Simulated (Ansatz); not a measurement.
# FeGe (P2_13) in Ansatz: notebook, part 2 of 2

Ansatz 0.2.0. The steps go on from the part before.

## 3. Single point, PBEsol, collinear spin, ferromagnetic start

The input, input.yaml:

```yaml
crystal:
  lattice:
    - [4.689, 0.0, 0.0]
    - [0.0, 4.689, 0.0]
    - [0.0, 0.0, 4.689]
  atoms:
    - { symbol: Ge, position: [0.158, 0.342, 0.658] }
    - { symbol: Ge, position: [0.342, 0.658, 0.158] }
    - { symbol: Ge, position: [0.658, 0.158, 0.342] }
    - { symbol: Ge, position: [0.842, 0.842, 0.842] }
    - { symbol: Fe, position: [0.865, 0.635, 0.365], spin: 0.75 }
    - { symbol: Fe, position: [0.635, 0.365, 0.865], spin: 0.75 }
    - { symbol: Fe, position: [0.365, 0.865, 0.635], spin: 0.75 }
    - { symbol: Fe, position: [0.135, 0.135, 0.135], spin: 0.75 }
hamiltonian:
  xc: pbesol
  pseudopotentials: { kind: paw }
magnetization:
  spin_polarized: true
  initial_magnetization: 3.0
  spin_locking: { lock_magnetization: hard }
kpoints:
  mp_grid: { grid: [5, 5, 5] }
scf:
  occupations: { method: fermi_dirac, width: 0.05 }
  lower_state_search: "off"
output:
  forces: true
  stress: true
  eigenvalues: true
```

Potentials or basis: Ansatz PAW.

Launch:

```sh
> ansatz run input.yaml --threads 4 --pin off --max-ram 11264MiB --backend cpu --events-out ev --progress --plain --runs-dir out
```

What it wrote:

```text
Warning: output.stress: scf.convergence.dr2_threshold = 1e-7 eV (the SCF's general default) is looser than the 8e-10 eV advised for a printed stress (1e-10 eV for each atom of the cell: 8). What an SCF threshold leaves in a stress goes as its square root, and in the free energy as the threshold itself, and one threshold admits the most on a small cell: of the crystals measured, under no hybrid functional and no lock of the moments, on runs that ended without the residual-converged pass, on stresses that held no estimate of that error, the worst erred by over 100 MPa in a component at 1e-7 eV an atom and by under 5 at 1e-10. Set scf.convergence.dr2_threshold to 8e-10 eV or tighter. The threshold is an SCF's pass mark: one that does not reach it within its budget of iterations ends unconverged, or closes short of it on a stop that the run arms, and scf.convergence.dr2_threshold's page says what that costs each kind of run
Warning: RAYON_NUM_THREADS=4 ignored (pool sized by the plan → 4); use --threads N
Engine: ansatz 0.2.0, aarch64-unknown-linux-gnu
Pseudopotentials: kind: paw
Pseudopotential: Ge, paw, valence charge 14, recommended cutoff 420 eV (normal), Ge.paw.azcp
Pseudopotential: Fe, paw, valence charge 16, recommended cutoff 420 eV (normal), Fe.paw.azcp
Functional definition: PBEsol
  exchange = pbesol_x
[... 70 lines left out ...]
  atom   6  Fe    -0.10132084     0.10132084     0.10132084
  atom   7  Fe     0.10132084     0.10132084    -0.10132084
  atom   8  Fe    -0.10132084    -0.10132084    -0.10132084
  max |Σ_I F_I| component: 8.33e-17 eV/Å
--- Stress (GPa, compression-positive) ---
      -11.388825       0.000000      -0.000000
        0.000000     -11.388825       0.000000
       -0.000000      -0.000000     -11.388825
  P = ⅓ Tr σ = -11.3888 GPa (-113.888 kbar)
--- Band table (eV; the first three rows and the last of 22) ---
  k-point 0 ↑: bands = ["-70.2808", "-70.2716", "-70.2716", "-70.2716", "-36.5571", "-36.5571", "-36.5571", "-36.5219", "-36.4965", "-36.4965", "-36.4965", "-36.4651", "-36.4651", "-36.4522", "-36.4522", "-36.4522", "-8.0238", "-8.0238", "-8.0238", "-7.9870", "-7.9870", "-7.9870", "-7.9654", "-7.9654", "-7.9654", "-7.9424", "-7.9424", "-7.9393", "-7.9163", "-7.9163", "-7.9163", "-7.9096", "-7.9096", "-7.8914", "-7.8914", "-7.8914", "3.3389", "8.1875", "8.1875", "8.1875", "11.7139", "11.7139", "11.7139", "13.2505", "13.2505", "13.2505", "13.6849", "13.8756", "13.8756", "14.1183", "14.1183", "14.1183", "14.7097", "14.7097", "14.7097", "15.9115", "15.9115", "15.9115", "15.9611", "15.9611", "16.4780", "16.4780", "16.4780", "18.4143", "18.4143", "18.4143", "19.4134", "19.4134", "20.0945", "20.0945", "20.0945", "21.4565", "22.9153", "22.9153"]
  k-point 1 ↑: bands = ["-70.2802", "-70.2734", "-70.2714", "-70.2706", "-36.5616", "-36.5582", "-36.5494", "-36.5244", "-36.5036", "-36.4993", "-36.4859", "-36.4644", "-36.4621", "-36.4546", "-36.4544", "-36.4514", "-8.0257", "-8.0224", "-8.0222", "-7.9923", "-7.9828", "-7.9790", "-7.9702", "-7.9686", "-7.9550", "-7.9498", "-7.9438", "-7.9324", "-7.9271", "-7.9248", "-7.9156", "-7.9121", "-7.9077", "-7.8999", "-7.8836", "-7.8807", "3.6052", "6.9863", "8.3557", "8.9489", "11.1231", "11.8737", "12.3148", "12.6283", "12.7220", "13.5509", "13.9217", "14.0126", "14.0750", "14.1459", "14.1809", "14.2247", "14.6016", "14.6523", "14.9304", "15.6295", "15.7483", "15.8965", "15.9750", "16.0800", "16.3147", "16.3911", "17.1023", "17.8014", "18.0636", "18.4943", "18.5079", "19.7251", "20.3974", "20.3997", "20.6314", "22.0522", "22.2740", "23.6835"]
  k-point 2 ↑: bands = ["-70.2783", "-70.2759", "-70.2709", "-70.2705", "-36.5626", "-36.5608", "-36.5401", "-36.5311", "-36.5061", "-36.5040", "-36.4743", "-36.4651", "-36.4588", "-36.4572", "-36.4568", "-36.4529", "-8.0234", "-8.0204", "-8.0173", "-8.0061", "-7.9774", "-7.9715", "-7.9712", "-7.9634", "-7.9568", "-7.9471", "-7.9454", "-7.9390", "-7.9345", "-7.9263", "-7.9180", "-7.9124", "-7.9108", "-7.9080", "-7.8745", "-7.8734", "4.3812", "5.5809", "8.7967", "9.1913", "11.1457", "11.7756", "11.9752", "12.1567", "13.3258", "13.3749", "13.8665", "13.9907", "14.1394", "14.2037", "14.2343", "14.3231", "14.5240", "14.8156", "15.0226", "15.2842", "15.7111", "15.7839", "16.0061", "16.0387", "16.2056", "16.2546", "17.4985", "17.5866", "17.6685", "17.8055", "19.4474", "20.2610", "20.7687", "20.8261", "21.1980", "21.3915", "21.9534", "22.7388"]
  k-point 10 ↓: bands = ["-69.3156", "-69.3150", "-69.3130", "-69.3126", "-35.6498", "-35.6481", "-35.6413", "-35.6391", "-35.5468", "-35.5443", "-35.5353", "-35.5323", "-35.5002", "-35.4993", "-35.4955", "-35.4948", "-8.0269", "-8.0253", "-8.0177", "-8.0144", "-8.0035", "-8.0034", "-8.0005", "-7.9987", "-7.9549", "-7.9501", "-7.9470", "-7.9447", "-7.9418", "-7.9407", "-7.9359", "-7.9324", "-7.9138", "-7.9075", "-7.9042", "-7.8984", "6.1123", "6.5882", "7.2255", "7.6045", "9.9816", "10.3374", "11.1586", "11.5163", "14.2184", "14.3618", "14.4942", "14.5640", "14.6924", "14.8063", "14.8582", "14.9697", "15.8838", "16.0821", "16.0913", "16.1962", "16.2594", "16.3331", "16.3584", "16.4431", "17.1389", "17.1739", "17.4682", "17.5359", "19.5292", "19.9137", "20.8029", "21.7124", "21.7754", "21.7955", "22.2927", "22.6182", "23.3105", "24.0778"]
```

Run time: 6.3 s. Hardware: 4 threads of Arm Neoverse V2, shared host; peak memory 0.51 GiB.

Results:

```
Free energy     : -34810.7111 eV
Pressure        : -11.4 GPa
Largest force   : 0.188 eV/Å
Net moment      : 3.00 μB per cell
Absolute moment : 3.82 μB per cell
Site moments    : Ge -0.04; Fe +0.84 μB
```

Forces on the atoms (eV/Å):
```
Ge   0.108 -0.108  0.108
Ge  -0.108  0.108  0.108
Ge   0.108  0.108 -0.108
Ge  -0.108 -0.108 -0.108
Fe   0.101 -0.101  0.101
Fe  -0.101  0.101  0.101
Fe   0.101  0.101 -0.101
Fe  -0.101 -0.101 -0.101
```

Caveat: the total moment is fixed, so each spin has its own Fermi level; the PAW data sets come from PBE, with cores solved anew for the run's functional, which leaves a small shift of forces and pressure; the thresholds are loose for stress.

## 4. Single point, PBEsol, collinear spin, ferromagnetic start

The input, input.yaml:

```yaml
crystal:
  lattice:
    - [4.689, 0.0, 0.0]
    - [0.0, 4.689, 0.0]
    - [0.0, 0.0, 4.689]
  atoms:
    - { symbol: Ge, position: [0.158, 0.342, 0.658] }
    - { symbol: Ge, position: [0.342, 0.658, 0.158] }
    - { symbol: Ge, position: [0.658, 0.158, 0.342] }
    - { symbol: Ge, position: [0.842, 0.842, 0.842] }
    - { symbol: Fe, position: [0.865, 0.635, 0.365], spin: 1.5 }
    - { symbol: Fe, position: [0.635, 0.365, 0.865], spin: 1.5 }
    - { symbol: Fe, position: [0.365, 0.865, 0.635], spin: 1.5 }
    - { symbol: Fe, position: [0.135, 0.135, 0.135], spin: 1.5 }
hamiltonian:
  xc: pbesol
  pseudopotentials: { kind: paw }
magnetization:
  spin_polarized: true
  initial_magnetization: 6.0
  spin_locking: { lock_magnetization: hard }
kpoints:
  mp_grid: { grid: [5, 5, 5] }
scf:
  occupations: { method: fermi_dirac, width: 0.05 }
  lower_state_search: "off"
output:
  forces: true
  stress: true
  eigenvalues: true
  write_density: true
  write_potential: true
  elf: true
  volumetric_format: npy
```

Launch:

```sh
> ansatz run input.yaml --threads 4 --pin off --max-ram 11264MiB --backend cpu --events-out ev --progress --plain --runs-dir out
```

Wall time 8.2 s (4 threads of Arm Neoverse V2, shared host); peak memory 0.52 GiB.

It converged, with:

* Free energy: -34810.6296 eV
* Pressure: -6.1 GPa
* Largest force: 0.093 eV/Å
* Net moment: 6.00 μB per cell
* Absolute moment: 7.08 μB per cell
* Site moments: Ge -0.05; Fe +1.60 μB

Forces on the atoms (eV/Å):
```
Ge  -0.054  0.054 -0.054
Ge   0.054 -0.054 -0.054
Ge  -0.054 -0.054  0.054
Ge   0.054  0.054  0.054
Fe   0.022 -0.022  0.022
Fe  -0.022  0.022  0.022
Fe   0.022  0.022 -0.022
Fe  -0.022 -0.022 -0.022
```

Caveat: the total moment is fixed, so each spin has its own Fermi level; the PAW data sets come from PBE, with cores solved anew for the run's functional, which leaves a small shift of forces and pressure; the thresholds are loose for stress.

## 5. The runs side by side

| spin | fixed moment (μB) | pressure (GPa) | moment (μB) | largest force (eV/Å) |
| --- | --- | --- | --- | --- |
| collinear, program default start | 0.0 | -12.9 | 0.00 | 0.39 |
| collinear, ferromagnetic start | 3.0 | -11.4 | 3.00 | 0.19 |
| collinear, ferromagnetic start | 6.0 | -6.1 | 6.00 | 0.09 |

Alike in all rows: task single point; level PBEsol; potentials or basis Ansatz PAW; cell as given; k mesh 5 × 5 × 5; cutoff (eV) 420; smearing fermi-dirac 0.05 eV.

Caveats: the total moment is fixed, so each spin has its own Fermi level; the PAW data sets come from PBE, with cores solved anew for the run's functional, which leaves a small shift of forces and pressure; the thresholds are loose for stress.

Total energies depend on the potentials used, so only differences within one code and one set of settings carry meaning.
